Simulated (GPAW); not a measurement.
# SnHCl2F (SMILES [F][SnH]([Cl])[Cl]): a first try and a second

Aim: the charge distribution of SnHCl2F at LDA (PW92)/dzp (scalar-relativistic datasets).

The calculation is run with GPAW 26.7.0.

4 further runs of the same task are left out: 3 that didn't finish, 1 set aside as unsound or not needed. Runs told in other sessions of the task aren't counted.

### Step 1. The structure to begin with

SnHCl2F has 5 atoms, charge 0, and is taken as a singlet. SMILES: `[F][SnH]([Cl])[Cl]`. The shape is that of a PBE0-D4/def2-TZVP optimisation.

Bond lengths: F1–Sn2 1.901 Å, Sn2–Cl3 2.292 Å, Sn2–Cl4 2.292 Å, Sn2–H5 1.689 Å. Angles: F1–Sn2–Cl3 105.5°, F1–Sn2–Cl4 105.5°, Cl3–Sn2–Cl4 108.7°, F1–Sn2–H5 109.2°, Cl3–Sn2–H5 113.6°, Cl4–Sn2–H5 113.6°.

### Step 2. Try one

run.py

```python
import numpy as np
from ase.io.zmatrix import parse_zmatrix
from ase.units import Debye
from gpaw import GPAW

# Atomic positions
zmat = """
F
Sn 1 r2
Cl 2 r3 1 a3
Cl 2 r4 1 a4 3 d4
H 2 r5 1 a5 4 d5
"""
values = dict(r2=1.90104, r3=2.292245, a3=105.49841, r4=2.292231, a4=105.48926, d4=115.01521, r5=1.689401, a5=109.21172, d5=122.48526)
atoms = parse_zmatrix(zmat, defs=values)
atoms.center(vacuum=4.5)

# DFT calculator
gpaw_calc = GPAW(mode="lcao", h=0.4, xc="LDA", maxiter=80, basis="dzp", txt="-")
atoms.calc = gpaw_calc

energy = atoms.get_potential_energy()
print(f"Energy = {energy:.5f} eV")
forces = atoms.get_forces()
print("Forces (eV/Ang)")
for symbol, f in zip(atoms.symbols, forces):
    print(f'{symbol:2} {f[0]:9.4f} {f[1]:9.4f} {f[2]:9.4f}')
dipole = atoms.get_dipole_moment() / Debye
print(f"Dipole = {np.linalg.norm(dipole):.3f} D")
homo, lumo = gpaw_calc.get_homo_lumo()
print(f"HOMO                    {homo:.3f} eV")
print(f"LUMO = {lumo:.3f} eV")
print(f"Gap: {lumo - homo:.3f} eV")
```

Command:

```sh
python3 -u run.py | tee run.out
```

Log:

```text
[...]
Number of symmetries: 1
[...]
  Number of IBZ points: 1
[...]
basis functions: 67
Spin-components: 1 (collinear spins)
Bands:           22
[...]
  Valence electrons: 36.0
[...]
  Grid points: [28 32 32]
  Charge: 0.0  # |e|
[...]
    cutoffs:
[...]
occupation numbers:
  # Zero width
[...]
xc functional:
  name: None
[...]
|iter     |     time |      energy | eigst |  dens |
[...]
|iter:   1| 00:00:02 |    0.044507 |      c|       |
[...]
|iter:   9| 00:00:02 |    0.961914c|      c| -4.65c|
Converged in 9 steps
[...]
Energy contributions relative to reference atoms: (reference = -195614.933828)
Energy contributions:
  Kinetic:          34.751523
  Coulomb:         -16.295228
  Zero:              1.855286
  External:          0.000000
  Xc:              -19.349666
  Entropy:           0.000000
  Spinorbit:         0.000000
  ----------------------------
  Free energy:       0.961914
  Extrapolated:      0.961914
dipole moment: (0.186220, -0.227880, -0.355777)  # |e|*Ang
Fermi level: -5.179
Eigenvalues  # (at kpt = [0.000, 0.000, 0.000])
| band index |      eig [eV] | occ [0-2] |
|------------|---------------|-----------|
|          0 |       -29.663 |     2.000 |
|        ... |               |           |
|         10 |       -10.483 |     2.000 |
|         11 |        -9.582 |     2.000 |
|         12 |        -9.494 |     2.000 |
|         13 |        -9.235 |     2.000 |
|         14 |        -8.027 |     2.000 |
|         15 |        -7.898 |     2.000 |
|         16 |        -7.796 |     2.000 |
|         17 |        -7.760 |     2.000 |
|         18 |        -2.598 |     0.000 |
|         19 |        -0.983 |     0.000 |
[...]
Gap: 5.162 eV
Transition (v -> c):
[...]
Forces (eV/Ang)
F   -68.0980   -6.6580   84.6602
Sn    0.8068    0.2390    0.4560
Cl    3.6978    1.5081    1.2874
Cl    3.6414   -1.1468   -2.1300
H   -35.2360   19.0594   29.8855
Dipole = 2.218 D
HOMO                    -7.760 eV
LUMO = -2.598 eV
Gap: 5.162 eV
```

Run time: 3.1 s. Hardware: 1 thread of Arm Neoverse V1, shared host; peak memory 0.19 GiB.

### Step 3. Reading the log

The run finished; that doesn't make the result usable.

What is wrong: the grid is far too coarse. To mend it: grid spacing 0.2 in place of 0.4.

### Step 4. The mended input

molecule_sp.py

```python
import numpy as np
from ase.io.zmatrix import parse_zmatrix
from ase.units import Debye
from gpaw import GPAW

# Set up the molecule
system = parse_zmatrix("""
F
Sn 1 1.90104
Cl 2 2.292245 1 105.49841
Cl 2 2.292231 1 105.48926 3 115.01521
H 2 1.689401 1 109.21172 4 122.48526
""")
system.center(vacuum=4.5)

# Ground state
dft = GPAW(mode="lcao", basis="dzp", maxiter=100, xc="LDA", h=0.2, txt="-")
system.calc = dft

energy = system.get_potential_energy()
print(f"Energy                  {energy:.5f} eV")
forces = system.get_forces()
print("Forces (eV/Ang)")
for symbol, f in zip(system.symbols, forces):
    print(f'{symbol:2} {f[0]:9.4f} {f[1]:9.4f} {f[2]:9.4f}')
dipole = system.get_dipole_moment() / Debye
print(f"Dipole = {np.linalg.norm(dipole):.3f} D")
homo, lumo = dft.get_homo_lumo()
print(f"HOMO                    {homo:.3f} eV")
print(f"LUMO: {lumo:.3f} eV")
print(f"Gap                     {lumo - homo:.3f} eV")
```

Command:

```sh
python molecule_sp.py
```

Log:

```text
[...]
Number of symmetries: 1
[...]
  Number of IBZ points: 1
[...]
basis functions: 67
Spin-components: 1 (collinear spins)
Bands:           22
[...]
  Valence electrons: 36.0
[...]
  Grid points: [56 60 60]
  Charge: 0.0  # |e|
[...]
    cutoffs:
[...]
occupation numbers:
  # Zero width
[...]
xc functional:
  name: None
[...]
|iter     |     time |      energy | eigst |  dens |
[...]
|iter:   1| 00:00:04 |  -17.542869 |      c|       |
[...]
|iter:   9| 00:00:06 |  -16.633748c|      c| -4.44c|
Converged in 9 steps
[...]
Energy contributions relative to reference atoms: (reference = -195614.933828)
Energy contributions:
  Kinetic:          35.070978
  Coulomb:         -31.842559
  Zero:              0.640647
  External:          0.000000
  Xc:              -20.502813
  Entropy:           0.000000
  Spinorbit:         0.000000
  ----------------------------
  Free energy:     -16.633748
  Extrapolated:    -16.633748
dipole moment: (0.346939, -0.203374, -0.319091)  # |e|*Ang
Fermi level: -5.405
Eigenvalues  # (at kpt = [0.000, 0.000, 0.000])
| band index |      eig [eV] | occ [0-2] |
|------------|---------------|-----------|
|          0 |       -29.183 |     2.000 |
|        ... |               |           |
|         10 |       -10.203 |     2.000 |
|         11 |       -10.111 |     2.000 |
|         12 |        -8.962 |     2.000 |
|         13 |        -8.856 |     2.000 |
|         14 |        -8.192 |     2.000 |
|         15 |        -7.981 |     2.000 |
|         16 |        -7.964 |     2.000 |
|         17 |        -7.861 |     2.000 |
|         18 |        -2.949 |     0.000 |
|         19 |        -1.186 |     0.000 |
[...]
Gap: 4.912 eV
Transition (v -> c):
[...]
Forces (eV/Ang)
F    -0.3569   -0.0055    0.0656
Sn    0.2032    0.0104    0.0087
Cl    0.0392    0.0974    0.0079
Cl    0.0448   -0.0423    0.1027
H     0.0748   -0.0937   -0.1174
Dipole = 2.466 D
HOMO                    -7.861 eV
LUMO: -2.949 eV
Gap                     4.912 eV
```

It took 6.9 s on 1 thread of Arm Neoverse V1, shared host; peak memory 0.53 GiB.

### Step 5. What came out

Level: LDA (PW92)/dzp (scalar-relativistic datasets).

| quantity | value |
| --- | --- |
| energy as printed (from the program's reference atoms) | -16.6337 eV |
| dipole moment | 2.47 D |
| HOMO energy | -7.86 eV |
| LUMO energy | -2.95 eV |
| HOMO–LUMO gap | 4.91 eV |

In words: The first attempt's energy was +17.596 eV off this one.
